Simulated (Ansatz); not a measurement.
# Ca7Y: the cost of one run

Computed with Ansatz 0.2.0 (DFT PBE, scalar-relativistic, plane waves, PAW, unless a step's input says otherwise).

**1. Starting point**

Symmetry: P-4m2, No. 115, tetragonal system. Conventional cell: a = 6.863 Å, b = 6.863 Å, c = 6.920 Å, α = 90.00°, β = 90.00°, γ = 90.00°. Ca (site symmetry m) is surrounded by 6 Ca at 3.41 to 3.90 Å. Ca (site symmetry 2mm) is surrounded by 10 Ca at 3.81 to 3.90 Å and 2 Y at 3.84 Å. Around Ca (site symmetry -4m2) lie 2 Y at 3.46 Å and 4 Ca at 3.84 Å. Y (site symmetry -4m2) has 6 Ca at 3.46 to 3.84 Å as nearest neighbours.

Structure file:

```
CELL_PARAMETERS angstrom
6.86298 0.00000 0.00000
0.00000 6.86298 0.00000
0.00000 0.00000 6.92021
ATOMIC_POSITIONS crystal
Ca 0.00000 0.25172 0.24200
Ca 0.50000 0.00000 0.25061
Ca 0.74828 0.00000 0.75800
Ca 0.00000 0.74828 0.24200
Ca 0.00000 0.50000 0.74939
Ca 0.50000 0.50000 0.50000
Ca 0.25172 0.00000 0.75800
Y 0.50000 0.50000 0.00000
```

The start is the relaxed end of an invented cell (made as: 4-, 6-connected net of one element, guests in its cages (Pm-3m, No. 221)), taken up again for a closer look.

**2. A first look at the guess**

The input, input.yaml:

```yaml
crystal:
  lattice:
    - [6.8629844, 0.0, 0.0]
    - [0.0, 6.8629844, 0.0]
    - [0.0, 0.0, 6.9202149]
  atoms:
    - { symbol: Ca, position: [0.0, 0.251715, 0.242003] }
    - { symbol: Ca, position: [0.5, 0.0, 0.250607] }
    - { symbol: Ca, position: [0.748285, 0.0, 0.757997] }
    - { symbol: Ca, position: [0.0, 0.748285, 0.242003] }
    - { symbol: Ca, position: [0.0, 0.5, 0.749393] }
    - { symbol: Ca, position: [0.5, 0.5, 0.5] }
    - { symbol: Ca, position: [0.251715, 0.0, 0.757997] }
    - { symbol: "Y", position: [0.5, 0.5, 0.0] }
basis:
  ecutwfc: 420
kpoints:
  mp_grid: { grid: [4, 4, 4] }
hamiltonian:
  xc: pbe
scf:
  occupations: { method: gaussian, width: 0.1 }
  lower_state_search: "off"
output:
  forces: true
  stress: true
  eigenvalues: true
```

Command:

```bash
ansatz run input.yaml --threads 4 --pin off --max-ram 8192MiB --backend cpu --events-out ev --progress --plain --runs-dir out
```

**Question.** How long does this run take on 4 threads of Arm Neoverse V2, shared host, and how much memory does it need?

About 4.4 s, with a peak of 0.71 GiB.
